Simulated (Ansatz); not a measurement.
**BClGaH₃O: how energies converge with the basis set**

An exercise on one series of results from a longer session: the logs are not shown, and one member is left open.

The runs use Ansatz 0.2.0, Gaussian basis; one geometry, several basis sets.

Levels to be run: PBE0-D4/def2-SVP; ωB97M-V/def2-SVP; PBE0-D4/def2-QZVPP; ωB97M-V/def2-QZVPP; the functionals' def2-TZVPP values are taken from earlier runs.

**The geometry**

An earlier PBE0-D4 in a triple-zeta def2 set relaxation fixed the geometry.

SMILES `O[B](Cl)[GaH2]`, 7 atoms, charge 0, spin multiplicity 1.

Atoms are counted from 1 here; the program's logs count them from 0.

Bond lengths: O1–B2 1.344 Å, O1–H5 0.965 Å, B2–Cl3 1.789 Å, B2–Ga4 2.095 Å, Ga4–H6 1.572 Å, Ga4–H7 1.572 Å. Angles: B2–O1–H5 114.1°, O1–B2–Cl3 118.4°, O1–B2–Ga4 123.4°, Cl3–B2–Ga4 118.3°, B2–Ga4–H6 121.3°, B2–Ga4–H7 121.3°, H6–Ga4–H7 117.4°.

The first run:

The input, in.yaml:

```yaml
crystal:
  periodic: [false, false, false]
  atoms:
    - {symbol: O, position_ang: [-0.845465, -1.229130, 0.927102]}
    - {symbol: B, position_ang: [-0.031851, -0.664932, 0.017935]}
    - {symbol: Cl, position_ang: [0.899046, -1.736209, -1.070534]}
    - {symbol: Ga, position_ang: [0.202428, 1.406162, -0.190769]}
    - {symbol: H, position_ang: [-0.850856, -2.194278, 0.905910]}
    - {symbol: H, position_ang: [-0.691332, 2.232475, -1.186119]}
    - {symbol: H, position_ang: [1.318020, 2.185901, 0.596475]}
basis:
  gaussian: {orbitals: def2-SVP}
hamiltonian: {xc: pbe0, dispersion: d4}
output: {orbitals: {seedname: orbitals}}
```

Steps of the session up to this table: PBE0-D4 in def2-SVP; ωB97M-V in def2-SVP; PBE0-D4 in def2-QZVPP; ωB97M-V in def2-QZVPP.

One table of the session follows, with a row left open; its other results are not shown here.

It belongs to the step «Density functionals: the series». 

```
functional       basis  HOMO (eV)  LUMO (eV)
   PBE0-D4    def2-SVP          ?          ?
   PBE0-D4  def2-TZVPP      -7.65      -1.74
   PBE0-D4  def2-QZVPP      -7.68      -1.78
   ωB97M-V    def2-SVP      -9.59       0.10
   ωB97M-V  def2-TZVPP      -9.76      -0.03
   ωB97M-V  def2-QZVPP      -9.79      -0.17
```

Estimate the missing values for PBE0-D4, def2-SVP.

As computed: HOMO (eV): -7.52; LUMO (eV): -1.64. In the column «HOMO (eV)» it is the highest.
